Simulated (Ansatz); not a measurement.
# SrHfTiSnO6, space group F-43m: a projected density of states

Computed with Ansatz's Python interface.

Input file `POSCAR_srhftisno6`:
```text
SrHfTiSnO6
1.0
   0.00000000    4.04196770    4.04196770
   4.04196770    0.00000000    4.04196770
   4.04196770    4.04196770    0.00000000
Sr Hf Ti Sn O
1 1 1 1 6
Direct
   0.25000000    0.25000000    0.25000000
   0.00000000    0.00000000    0.00000000
   0.50000000    0.50000000    0.50000000
   0.75000000    0.75000000    0.75000000
   0.74376095    0.25623905    0.25623905
   0.25623905    0.74376095    0.74376095
   0.74376095    0.74376095    0.25623905
   0.25623905    0.25623905    0.74376095
   0.25623905    0.74376095    0.25623905
   0.74376095    0.25623905    0.74376095
```

Interactive session:
```pycon
>>> import ansatz as az
>>> from ase.io import read
>>> import numpy as np
>>> atoms = read("POSCAR_srhftisno6", format="vasp")
>>> srhftisno6 = az.Crystal.from_ase(atoms)
>>> setup = (
...     srhftisno6.calculation()
...     .functional("r2SCAN")
...     .basis(24 * az.Ha)
...     .accuracy("low")
...     .kpoints(2, center="gamma")
...     .occupations("Fixed")
...     .mixing("msr1", beta=0.2)
...     .scf(max_iterations=150)
...     .scf(extra_bands=26)
...     .density_of_states(projected=True, method="smearing", broadening_width=0.15, energy_step=0.1)
... )
>>> outcome = setup.run(threads=1, backend="cpu")
>>> report = outcome.report
>>> report["converged"], report["free_energy_ev"]
(True, -31256.57378582513)
>>> report["published_state_doubts"]
[]
>>> dos = outcome.density_of_states()
>>> energy = np.asarray(dos.energies_ev) - dos.fermi_ev
>>> curves = {}
>>> for site in outcome.projected_density_of_states().sites:
...     for shell in site.shells:
...         weight = sum(np.sum(curve.g_bin_mean_per_ev, axis=0) for curve in shell.curves)
...         name = f"{site.species} {shell.label}"
...         curves[name] = curves.get(name, 0) + weight
...
>>> print("E-EF   " + " ".join(f"{name:>8s}" for name in curves))
E-EF      Sr 4S    Sr 5S    Sr 4P    Hf 5S    Hf 6S    Hf 5P    Hf 5D    Hf 4F    Ti 3S    Ti 4S    Ti 3P    Ti 3D    Sn 5S    Sn 5P    Sn 4D     O 2S     O 2P
>>> for e in np.arange(-8, 4 + 0.1, 1.0):
...     print(f"{e:5.1f}  " + " ".join(f"{np.interp(e, energy, g):8.3f}" for g in curves.values()))
...
 -8.0     0.000    0.000    0.000    0.000    0.000    0.000    0.000    0.000    0.000    0.000    0.000    0.000    0.000    0.000    0.000    0.000    0.000
 -7.0     0.000    0.000    0.000    0.000    0.000    0.000    0.000    0.000    0.000    0.000    0.000    0.000    0.000    0.000    0.000    0.000    0.000
 -6.0     0.000    0.000    0.001    0.000    0.002    0.002    0.120    0.003    0.000    0.004    0.001    0.059    1.033    0.000    0.001    0.039    0.557
 -5.0     0.000    0.002    0.000    0.002    0.026    0.000    0.001    0.000    0.003    0.012    0.000    0.002    0.030    0.001    0.000    0.003    0.173
 -4.0     0.006    0.094    0.001    0.006    0.105    0.024    0.652    0.004    0.001    0.016    0.038    0.517    0.008    0.903    0.000    0.009    6.142
 -3.0     0.008    0.021    0.039    0.004    0.027    0.094    0.612    0.047    0.029    0.078    0.018    1.779    0.004    0.419    0.002    0.194   10.737
 -2.0     0.000    0.000    0.066    0.000    0.000    0.010    0.204    0.007    0.000    0.000    0.001    0.119    0.000    0.255    0.000    0.038    4.784
 -1.0     0.000    0.000    0.011    0.000    0.000    0.009    0.086    0.018    0.000    0.001    0.005    0.121    0.303    0.035    0.003    0.039    8.997
  0.0     0.000    0.022    0.000    0.000    0.000    0.004    0.003    0.000    0.000    0.000    0.000    0.074    0.886    0.000    0.000    0.001    2.494
  1.0     0.000    0.000    0.000    0.000    0.000    0.000    0.000    0.000    0.000    0.000    0.000    0.000    0.000    0.000    0.000    0.000    0.000
  2.0     0.000    0.000    0.000    0.000    0.000    0.000    0.000    0.000    0.000    0.000    0.000    0.000    0.000    0.000    0.000    0.000    0.000
  3.0     0.003    0.093    0.000    0.005    0.003    0.003    0.440    0.001    0.011    0.003    0.001    2.359    0.012    1.880    0.000    0.205    0.176
  4.0     0.008    0.000    0.001    0.001    0.017    0.000    0.105    0.000    0.002    0.000    0.001    4.669    0.000    0.945    0.000    0.077    1.333
```

Caveats:
- The settings weren't tested for convergence.
- Spin is left out of this run.
- Semilocal gaps usually lie well under measured ones.
- With fixed filling the reported Fermi level is the top filled level among the k-points of the SCF.
- The k-point mesh is coarse, and energy and stress weren't tested for convergence.
- The empty d shell of the heavier alkali and alkaline-earth atoms, which makes much of a conduction band, may have no channel.
- The crystal has a gap of about 2.72 eV on the mesh; any density of states at or just above the Fermi level is the tail of the broadening.
- Spin-orbit coupling, which matters for elements this heavy, is left out.
- The structure comes from a database of computed cells and needn't be a stable or known phase.
- Curves are summed over the cell's atoms. Only shells that the potentials hold have channels, so projections don't add up to the total, least of all where a shell is missing (p of most metals); heights and places of peaks move with the mesh.
- The density of states is complete only as far up as bands were computed.
- Timing: 8.6 s on 1 thread of Arm Neoverse V1 (shared host), peak memory 0.79 GiB.
